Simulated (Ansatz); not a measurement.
Geometry optimisation, Ansatz, DFT PBE, scalar-relativistic, plane waves, PAW.

input.yaml

```yaml
crystal:
  lattice:
    - [5.71678, 0.0, 0.0]
    - [-2.85839, 4.950877, 0.0]
    - [0.0, 0.0, 15.206435]
  atoms:
    - { symbol: W, position: [0.0, 0.0, 0.0657616] }
    - { symbol: C, position: [0.3333333, 0.1666667, 0.157969] }
    - { symbol: W, position: [0.0, 0.0, 0.2501763] }
    - { symbol: C, position: [0.3333333, 0.1666667, 0.3423837] }
    - { symbol: W, position: [0.0, 0.5, 0.0657616] }
    - { symbol: C, position: [0.3333333, 0.6666667, 0.157969] }
    - { symbol: W, position: [0.0, 0.5, 0.2501763] }
    - { symbol: C, position: [0.3333333, 0.6666667, 0.3423837] }
    - { symbol: W, position: [0.5, 0.0, 0.0657616] }
    - { symbol: C, position: [0.8333333, 0.1666667, 0.157969] }
    - { symbol: W, position: [0.5, 0.0, 0.2501763] }
    - { symbol: C, position: [0.8333333, 0.1666667, 0.3423837] }
    - { symbol: W, position: [0.5, 0.5, 0.0657616] }
    - { symbol: C, position: [0.8333333, 0.6666667, 0.157969] }
    - { symbol: W, position: [0.5, 0.5, 0.2501763] }
    - { symbol: C, position: [0.8333333, 0.6666667, 0.3423837] }
    - { symbol: "N", position: [0.1650257, 0.8214953, 0.3673731] }
basis:
  ecutwfc: 420.0
kpoints:
  mp_grid: { grid: [5, 5, 1] }
hamiltonian:
  xc: pbe
scf:
  occupations: { method: gaussian, width: 0.15 }
  lower_state_search: "off"
relax:
  f_tol: 0.03
  max_steps: 60
  adjacent_minimum: "off"
  constraints: [{ sites: [0, 4, 8, 12] }]
output:
  write_density: true
  write_potential: true
  elf: true
  volumetric_format: npy
```

Launched with:

```bash
$ ansatz run input.yaml --threads 4 --pin off --max-ram 10240MiB --backend cpu --events-out ev --progress --plain --runs-dir out
```

**Question.** Where does it end, and by what steps?

**Answer.** The run converged. Limits of this set-up: coarse k mesh, thin slab, slab without dipole correction, odd electron count without spin. After 5 steps the energy has fallen by 2.531 eV; W15 moved furthest, 0.26 Å.

```
step  energy less start (eV)  largest force component (eV/Å)  accepted
   0                  0.0000                           3.407       yes
   1                 -1.9114                           2.292       yes
   2                 -2.3427                           1.563       yes
   3                 -2.4715                           0.652       yes
   4                 -2.5290                           0.076       yes
   5                 -2.5306                           0.020       yes
```

```xyz
17
Lattice="5.7168 0.0000 0.0000 -2.8584 4.9509 0.0000 0.0000 0.0000 15.2064" Properties=species:S:1:pos:R:3
W 0.000 0.000 1.000
C 1.429 0.863 2.369
W -0.011 0.007 3.803
C 1.429 0.577 5.232
W -1.429 2.475 1.000
C 0.033 3.282 2.369
W -1.429 2.463 3.802
C -0.217 3.426 5.233
W 2.858 0.000 1.000
C 4.287 0.826 2.322
W 2.869 0.006 3.802
C 4.287 0.826 4.957
W 1.429 2.475 1.000
C 2.826 3.282 2.369
W 1.429 2.476 4.059
C 3.074 3.425 5.233
N -1.430 4.126 5.699
```

The run took 89 s on 4 threads of Intel(R) Xeon(R) Platinum 8488C (Sapphire Rapids) (shared host), peak memory 1.5 GiB.
